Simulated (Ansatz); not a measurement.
# LaSi26C27 (Moissanite 3C): the cost of one run

Program: Ansatz 0.2.0. Level of theory: DFT, PBE, plane-wave PAW, default files, scalar-relativistic, as far as a step names no other. These are calculated values, not measurements.

## (1) The structure to begin with

Symmetry: Cm, No. 8, monoclinic system. Conventional cell: a = 16.012 Å, b = 9.245 Å, c = 9.245 Å, α = 90.00°, β = 125.26°, γ = 90.00°. Around La (site symmetry m) lie 4 C at 1.79 to 1.99 Å. Si (site symmetry m) is surrounded by 4 C at 1.89 Å. Si (site symmetry 1) is surrounded by 4 C at 1.89 Å. Only part of the 36 independent sites is listed.

Structure file:

```
La Si C
1.0
     0.00000    6.53700    6.53700
     6.53700    0.00000    6.53700
     6.53700    6.53700    0.00000
La Si C
1 26 27
Direct
  0.00000 0.00000 0.01298
  0.00000 0.00000 0.33333
  0.00000 0.00000 0.66667
  0.00000 0.33333 0.00000
  0.00000 0.33333 0.33333
  0.00000 0.33333 0.66667
  0.00000 0.66667 0.00000
  0.00000 0.66667 0.33333
  0.00000 0.66667 0.66667
  0.33333 0.00000 0.00000
  0.33333 0.00000 0.33333
  0.33333 0.00000 0.66667
  0.33333 0.33333 0.00000
  0.33333 0.33333 0.33333
  0.33333 0.33333 0.66667
  0.33333 0.66667 0.00000
  0.33333 0.66667 0.33333
  0.33333 0.66667 0.66667
  0.66667 0.00000 0.00000
  0.66667 0.00000 0.33333
  0.66667 0.00000 0.66667
  0.66667 0.33333 0.00000
  0.66667 0.33333 0.33333
  0.66667 0.33333 0.66667
  0.66667 0.66667 0.00000
  0.66667 0.66667 0.33333
  0.66667 0.66667 0.66667
  0.08333 0.08333 0.08333
  0.08333 0.08333 0.41667
  0.08333 0.08333 0.75000
  0.08333 0.41667 0.08333
  0.08333 0.41667 0.41667
  0.08333 0.41667 0.75000
  0.08333 0.75000 0.08333
  0.08333 0.75000 0.41667
  0.08333 0.75000 0.75000
  0.41667 0.08333 0.08333
  0.41667 0.08333 0.41667
  0.41667 0.08333 0.75000
  0.41667 0.41667 0.08333
  0.41667 0.41667 0.41667
  0.41667 0.41667 0.75000
  0.41667 0.75000 0.08333
  0.41667 0.75000 0.41667
  0.41667 0.75000 0.75000
  0.75000 0.08333 0.08333
  0.75000 0.08333 0.41667
  0.75000 0.08333 0.75000
  0.75000 0.41667 0.08333
  0.75000 0.41667 0.41667
  0.75000 0.41667 0.75000
  0.75000 0.75000 0.08333
  0.75000 0.75000 0.41667
  0.75000 0.75000 0.75000
```

Atom 1 of the input is the impurity.

## (2) Relaxing the atoms in the given cell

The input, input.yaml:

```yaml
crystal:
  lattice:
    - [0.0, 6.537, 6.537]
    - [6.537, 0.0, 6.537]
    - [6.537, 6.537, 0.0]
  atoms:
    - { symbol: La, position: [0.0, 0.0, 0.0129803907], spin: 1.0 }
    - { symbol: Si, position: [0.0, 0.0, 0.3333333333] }
    - { symbol: Si, position: [0.0, 0.0, 0.6666666667] }
    - { symbol: Si, position: [0.0, 0.3333333333, 0.0] }
    - { symbol: Si, position: [0.0, 0.3333333333, 0.3333333333] }
    - { symbol: Si, position: [0.0, 0.3333333333, 0.6666666667] }
    - { symbol: Si, position: [0.0, 0.6666666667, 0.0] }
    - { symbol: Si, position: [0.0, 0.6666666667, 0.3333333333] }
    - { symbol: Si, position: [0.0, 0.6666666667, 0.6666666667] }
    - { symbol: Si, position: [0.3333333333, 0.0, 0.0] }
    - { symbol: Si, position: [0.3333333333, 0.0, 0.3333333333] }
    - { symbol: Si, position: [0.3333333333, 0.0, 0.6666666667] }
    - { symbol: Si, position: [0.3333333333, 0.3333333333, 0.0] }
    - { symbol: Si, position: [0.3333333333, 0.3333333333, 0.3333333333] }
    - { symbol: Si, position: [0.3333333333, 0.3333333333, 0.6666666667] }
    - { symbol: Si, position: [0.3333333333, 0.6666666667, 0.0] }
    - { symbol: Si, position: [0.3333333333, 0.6666666667, 0.3333333333] }
    - { symbol: Si, position: [0.3333333333, 0.6666666667, 0.6666666667] }
    - { symbol: Si, position: [0.6666666667, 0.0, 0.0] }
    - { symbol: Si, position: [0.6666666667, 0.0, 0.3333333333] }
    - { symbol: Si, position: [0.6666666667, 0.0, 0.6666666667] }
    - { symbol: Si, position: [0.6666666667, 0.3333333333, 0.0] }
    - { symbol: Si, position: [0.6666666667, 0.3333333333, 0.3333333333] }
    - { symbol: Si, position: [0.6666666667, 0.3333333333, 0.6666666667] }
    - { symbol: Si, position: [0.6666666667, 0.6666666667, 0.0] }
    - { symbol: Si, position: [0.6666666667, 0.6666666667, 0.3333333333] }
    - { symbol: Si, position: [0.6666666667, 0.6666666667, 0.6666666667] }
    - { symbol: C, position: [0.0833333333, 0.0833333333, 0.0833333333] }
    - { symbol: C, position: [0.0833333333, 0.0833333333, 0.4166666667] }
    - { symbol: C, position: [0.0833333333, 0.0833333333, 0.75] }
    - { symbol: C, position: [0.0833333333, 0.4166666667, 0.0833333333] }
    - { symbol: C, position: [0.0833333333, 0.4166666667, 0.4166666667] }
    - { symbol: C, position: [0.0833333333, 0.4166666667, 0.75] }
    - { symbol: C, position: [0.0833333333, 0.75, 0.0833333333] }
    - { symbol: C, position: [0.0833333333, 0.75, 0.4166666667] }
    - { symbol: C, position: [0.0833333333, 0.75, 0.75] }
    - { symbol: C, position: [0.4166666667, 0.0833333333, 0.0833333333] }
    - { symbol: C, position: [0.4166666667, 0.0833333333, 0.4166666667] }
    - { symbol: C, position: [0.4166666667, 0.0833333333, 0.75] }
    - { symbol: C, position: [0.4166666667, 0.4166666667, 0.0833333333] }
    - { symbol: C, position: [0.4166666667, 0.4166666667, 0.4166666667] }
    - { symbol: C, position: [0.4166666667, 0.4166666667, 0.75] }
    - { symbol: C, position: [0.4166666667, 0.75, 0.0833333333] }
    - { symbol: C, position: [0.4166666667, 0.75, 0.4166666667] }
    - { symbol: C, position: [0.4166666667, 0.75, 0.75] }
    - { symbol: C, position: [0.75, 0.0833333333, 0.0833333333] }
    - { symbol: C, position: [0.75, 0.0833333333, 0.4166666667] }
    - { symbol: C, position: [0.75, 0.0833333333, 0.75] }
    - { symbol: C, position: [0.75, 0.4166666667, 0.0833333333] }
    - { symbol: C, position: [0.75, 0.4166666667, 0.4166666667] }
    - { symbol: C, position: [0.75, 0.4166666667, 0.75] }
    - { symbol: C, position: [0.75, 0.75, 0.0833333333] }
    - { symbol: C, position: [0.75, 0.75, 0.4166666667] }
    - { symbol: C, position: [0.75, 0.75, 0.75] }
magnetization:
  spin_polarized: true
kpoints:
  mp_grid: { grid: [3, 3, 3] }
scf:
  occupations: { method: fermi_dirac, width: 0.01 }
hamiltonian:
  xc: pbe
  pseudopotentials: { kind: paw }
output:
  forces: true
  stress: true
  populations: true
  efg: { quadrupole_moments_barn: { La: 0.206 }, contact_densities: true }
relax:
  f_tol: 0.03
  max_steps: 40
```

The run is started by

```console
$ ansatz run input.yaml --threads 4 --pin off --max-ram 8192MiB --backend cpu --events-out ev --progress --plain --runs-dir out
```

Q: Estimate wall time and peak memory on 4 threads of Arm Neoverse V2, shared host.

About 10 min, with a peak of 3.2 GiB.
